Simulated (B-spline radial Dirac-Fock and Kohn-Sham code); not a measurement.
# Pr: two attempts at the core levels

Wanted: ΔSCF binding energies of Pr for K, L3 and M5.

The numbers are computed with B-spline radial Dirac-Fock and Kohn-Sham code (version 4): Delta-SCF core binding energies without Breit or QED terms under the stated settings.

### Step 1. The system

The free praseodymium atom, configuration [Xe] 4f3 6s2.

```yaml
nuclear_charge: 59
electrons: 59
mass_number: 141
nuclear_rms_radius: 4.8919 fm
```

### Step 2. First attempt

Settings in task.json:

```ini
rel = dirac
method = hf
nuc = fermi
radius_factor = 1.0
rmax = 1.0
h = 0.3
order = 8
points = 10
c_factor = 1.0
maxit = 57
damp = 0.5
ndamp = 3
tol = 1e-08
```

The run is started by

```bash
> python xray2_run.py task.json out
```

Main fields of the result record, rounded:

```text
{
  "status": "converged",
  "total_energy [Ha]": -8827.5574739,
  "virial_ratio": 1.800503,
  "iterations": [8, 8, 8, 8],
  "converged": [true, true, true, true],
  "highest_orbital_energy [eV]": 1904.982,
  "holes": ["K", "L3", "M5"],
  "binding [eV]": [41504.68, 5388.916, 436.7221],
  "scf_energy [Ha]": [-8820.731048, -8827.18897, -8827.506211, -8827.550307, -8827.557014, -8827.557474, -8827.557474, -8827.557474],
  "scf_error": [1.9, 0.27, 0.094, 0.034, 0.011, 0.00014, 7.1e-06, 1.9e-07],
  "cells": 42
}
```

### Step 3. What went wrong

The run converged, but to the answer of an unsound model or basis. The fault: rmax squeezes the outer orbitals.

Remedy: set rmax = 45.0.

### Step 4. Second try

Changed: rmax = 45.0, maxit = 60.

Main fields of the result record, rounded:

```text
{
  "status": "converged",
  "total_energy [Ha]": -9238.1513211,
  "virial_ratio": 1.929824,
  "iterations": [13, 12, 12, 12],
  "converged": [true, true, true, true],
  "highest_orbital_energy [eV]": -4.67369,
  "holes": ["K", "L3", "M5"],
  "binding [eV]": [42155.91, 5979.296, 933.9668],
  "cells": 59
}
```

### Step 5. Results

```
  quantity                                      value
 first try                                  converged
     fault           rmax squeezes the outer orbitals
      cure                                rmax = 45.0
mended run  converged (ground state in 13 iterations)
 K binding             42155.9 eV (first try 41504.7)
L3 binding               5979.3 eV (first try 5388.9)
M5 binding                 934.0 eV (first try 436.7)
```

The first try was off by -651.23 eV for K, -590.38 eV for L3 and -497.24 eV for M5. It gave no warning. The mended values lack Breit and QED terms.
